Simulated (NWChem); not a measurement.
**M06-2X/def2-SVPD (core potential) run of SnH3OF (SMILES [OH][SnH2][F])**

Aim: the vertical singlet–triplet gap of SnH3OF at M06-2X/def2-SVPD (core potential), from 2 runs. 

Program for the calculation: NWChem 7.3.0.

2 further runs of the same task are left out: 2 set aside as unsound or not needed.

## Step 1: The structure to begin with

The species is SnH3OF (6 atoms), meant as a singlet with charge 0. SMILES: `[OH][SnH2][F]`. The coordinates come from a PBE0-D4/def2-TZVP relaxation. This is one conformer, not always the lowest.

Bond lengths: O1–Sn2 1.948 Å, Sn2–F3 1.922 Å, O1–H4 0.960 Å, Sn2–H5 1.701 Å, Sn2–H6 1.692 Å. Angles: O1–Sn2–F3 105.3°, O1–Sn2–H5 111.8°, O1–Sn2–H6 106.0°, F3–Sn2–H5 104.3°, F3–Sn2–H6 107.5°, Sn2–O1–H4 114.0°, H5–Sn2–H6 120.8°.

## Step 2: Energy and forces at M06-2X/def2-SVPD (core potential)

fh3osn.nw

```
START fh3osn
TITLE "FH3OSn M06-2X"
memory 2200 mb

GEOMETRY noautosym nocenter noautoz
O       -1.414400      -0.333000      -0.425000
Sn       0.302300       0.255900       0.283700
F        1.409100      -1.315100       0.302100
H       -1.368600      -0.685700      -1.316700
H        1.096100       1.317100      -0.782100
H        0.017500       0.696700       1.891900
END

BASIS "ao basis" spherical bse
* library def2-SVPD
END

ECP bse
Sn library def2-SVPD
END

DFT
xc m06-2x
mult 1
grid fine
convergence energy 1e-08
iterations 100
mulliken
print medium
END

TASK dft gradient
```

Started as:

```
$ nwchem fh3osn.nw > fh3osn.out
```

The program printed:

```text
[...]
          Wavefunction type:  closed shell.
          No. of atoms     :     6
          No. of electrons :    42
[...]
          Charge           :     0
          Spin multiplicity:     1
[...]
          AO basis - number of functions:   102
[...]
              XC Information
              --------------
                       M06-2X Method XC Functional
                     Hartree-Fock (Exact) Exchange  0.540
                        M06-2X Exchange Functional  1.000
                      M06-2X Correlation Potential  1.000
[...]
 d= 0,ls=0.0,diis     1   -390.8285739259 -5.36D+02  1.68D-02  9.03D-01     1.8
[...]
 d= 0,ls=0.0,diis    11   -390.9349673745 -5.37D-10  2.74D-07  2.10D-10    15.8
         Total DFT energy =     -390.934967374464
      One electron energy =     -911.046131029206
           Coulomb energy =      412.679686765611
    Exchange-Corr. energy =      -38.158936581356
 Nuclear repulsion energy =      145.590413470487
[...]
      Total Density - Mulliken Population Analysis
     ---------------------------------------------
    Atom       Charge   Shell Charges
 -----------   ------   -------------------------------------------------------
    1 O    8     8.86   1.99  1.06  0.71  0.20  2.84  1.87  0.20  0.01 -0.01
    2 Sn  22    20.54   0.41  1.60  0.91 -0.00  0.01  2.75  3.25  1.14  0.30  9.78  0.41 -0.01
    3 F    9     9.71   1.99  1.11  0.83  0.07  3.32  2.15  0.23  0.00  0.00
    4 H    1     0.81   0.69  0.04  0.06  0.02
    5 H    1     1.04   0.70  0.33  0.01  0.01
    6 H    1     1.04   0.70  0.32  0.01  0.01
[...]
  wavefunction    = closed shell
                         DFT ENERGY GRADIENTS
    atom               coordinates                        gradient
                 x          y          z           x          y          z
   1 O      -2.672828  -0.629279  -0.803134    0.009603   0.003736   0.005573
   2 Sn      0.571264   0.483581   0.536115   -0.003784  -0.014452  -0.006132
   3 F       2.662813  -2.485179   0.570886   -0.008371   0.012083  -0.000067
   4 H      -2.586279  -1.295785  -2.488202    0.003554   0.001675   0.002168
   5 H       2.071329   2.488958  -1.477955   -0.001117  -0.001869   0.001445
   6 H       0.033070   1.316572   3.575173    0.000114  -0.001173  -0.002987
[...]
```

It took 24 s on 1 thread of AMD EPYC 9R45 (Zen 5), shared host; peak memory 0.13 GiB.

## Step 3: The triplet: the energy at UM06-2X/def2-SVPD (core potential)

input.nw

```
start input
title "FH3OSn energy"
memory total 2200 mb

geometry units bohr noautosym nocenter noautoz
  O   -2.67282863  -0.62927880  -0.80313360
  Sn   0.57126421   0.48358092   0.53611530
  F    2.66281308  -2.48517883   0.57088626
  H   -2.58627917  -1.29578520  -2.48820239
  H    2.07132881   2.48895828  -1.47795480
  H    0.03307021   1.31657219   3.57517286
end

basis spherical bse
  * library def2-SVPD
end

ecp bse
  Sn library def2-SVPD
end

dft
  xc m06-2x
  mult 3
  grid fine
  convergence energy 1e-08
  maxiter 100
  mulliken
  print low
end

task dft energy
```

Started as:

```
$ nwchem input.nw > input.out
```

The program printed:

```text
[...]
 d= 0,ls=0.0,diis     1   -390.4856456049 -5.36D+02  3.34D-02  2.99D-01     2.3
[...]
 d= 0,ls=0.0,diis    30   -390.6875769494 -9.00D-10  1.40D-06  2.87D-11    59.8
[...]
         Total DFT energy =     -390.687576949359
      One electron energy =     -909.678370726037
           Coulomb energy =      411.468260158583
    Exchange-Corr. energy =      -38.067869285543
 Nuclear repulsion energy =      145.590402903638
[...]
      Total Density - Mulliken Population Analysis
     ---------------------------------------------
    Atom       Charge   Shell Charges
 -----------   ------   -------------------------------------------------------
    1 O    8     8.23   1.99  1.16  0.63  0.06  2.72  1.51  0.16  0.01 -0.01
    2 Sn  22    21.41   0.42  1.60  0.95  0.32  0.04  2.75  3.25  1.17  0.77  9.77  0.37  0.00
    3 F    9     9.65   1.99  1.11  0.83  0.05  3.31  2.14  0.22  0.00  0.00
    4 H    1     0.71   0.66 -0.03  0.06  0.02
    5 H    1     0.98   0.68  0.28  0.01  0.01
    6 H    1     1.01   0.69  0.30  0.01  0.01
[...]
      <S2> =      2.0078 (Exact =     2.0000)
[...]
```

It took 60 s on 1 thread of AMD EPYC 9R45 (Zen 5), shared host; peak memory 0.12 GiB.

## Step 4: Summary of results

Level: M06-2X/def2-SVPD (core potential).

| quantity | value |
| --- | --- |
| singlet: total energy | -390.93497 Eh |
| singlet: dipole moment | 2.56 D |
| singlet: HOMO energy | -10.59 eV |
| singlet: LUMO energy | 0.13 eV |
| singlet: HOMO–LUMO gap | 10.72 eV |
| singlet: largest force on an atom | 0.830 eV/Å |
| triplet: total energy | -390.68758 Eh |
| triplet: ⟨S²⟩ | 2.008 |
| vertical energy of the triplet above the singlet | 6.732 eV |

At this shape the triplet lies 6.73 eV (155 kcal/mol) above the singlet. The largest force (singlet) is 0.83 eV/Å: the shape isn't a stationary point for this species at this level. Mulliken charges (singlet) run from -0.86 on O1 to +1.46 on Sn2; in a basis this large or diffuse they mean little. Mulliken charges (triplet) run from -0.65 on F3 to +0.59 on Sn2; in a basis this large or diffuse they mean little.
